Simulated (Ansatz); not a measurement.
Run this with Ansatz 0.2.0 through its Python package and show what comes out.

Script `ch5fnsi.py`:
```python
# -*- coding: utf-8 -*-
"""Single point of CH5FNSi in a Gaussian basis."""

import ansatz as az

SETTINGS = {
    "basis_set": "def2-TZVPP",
    "functional": "hf",
}

system = (
    az.Crystal.molecule()
    .atom("C", (-0.4163, 1.0532, -0.616))
    .atom("Si", (0.7603, -0.2338, -0.2792))
    .atom("N", (0.5681, -0.8014, 1.3039))
    .atom("F", (0.4764, -1.4927, -1.1851))
    .atom("H", (-0.3963, 1.4246, -1.6857))
    .atom("H", (-0.2999, 1.9875, 0.0093))
    .atom("H", (-1.4618, 0.7527, -0.4535))
    .atom("H", (-0.3174, -1.1125, 1.4334))
    .atom("H", (1.1755, -1.6238, 1.456))
)

job = (
    system.calculation()
    .basis(gaussian=SETTINGS["basis_set"])
    .functional(SETTINGS["functional"])
    .spin("collinear", total=1)
)
print(job.to_yaml())
rep = job.session().plan(threads=1).execute().report

print(f"E = {rep['free_energy_ev']:.6f} eV = {rep['free_energy_ev'] / 27.211386246:.7f} Ha")
print("converged:", rep["converged"], " doubts:", rep["published_state_doubts"] or "none")

field = rep["mean_field"]
print("<S^2> =", round(abs(field["state"]["spin_squared"]), 4), " all-electron relativity setting:", field["relativity"])
print("passes:", field["passes"])
if "symmetry" in field:
    print("occupied orbitals by irrep:", field["symmetry"]["occupied"])
```

Running `python ch5fnsi.py` prints:
```text
crystal:
  periodic: [false, false, false]
  atoms:
    - { symbol: C, position_ang: [-0.4163, 1.0532, -0.616] }
    - { symbol: Si, position_ang: [0.7603, -0.2338, -0.2792] }
    - { symbol: "N", position_ang: [0.5681, -0.8014, 1.3039] }
    - { symbol: F, position_ang: [0.4764, -1.4927, -1.1851] }
    - { symbol: H, position_ang: [-0.3963, 1.4246, -1.6857] }
    - { symbol: H, position_ang: [-0.2999, 1.9875, 0.0093] }
    - { symbol: H, position_ang: [-1.4618, 0.7527, -0.4535] }
    - { symbol: H, position_ang: [-0.3174, -1.1125, 1.4334] }
    - { symbol: H, position_ang: [1.1755, -1.6238, 1.456] }
basis:
  gaussian:
    orbitals: def2-TZVPP
hamiltonian:
  xc: hf
magnetization:
  spin_polarized: true
  initial_magnetization: 1.0

E = -13163.620880 eV = -483.7541447 Ha
converged: True  doubts: none
<S^2> = 0.7522  all-electron relativity setting: none
passes: {'evaluations': 14, 'products': 27}
occupied orbitals by irrep: [{'A': 21}, {'A': 20}]
```

Total energies depend on the basis set; only differences at equal settings carry meaning. The geometry is a force-field or estimated start, not a minimum of this method, and the basis set is short of its limit. The run takes the species as open-shell (spin multiplicity 2), which needn't be its ground state. Hardware and time: 7.2 s on 1 thread of Arm Neoverse V1, with other jobs on the host, peak memory 0.55 GiB.
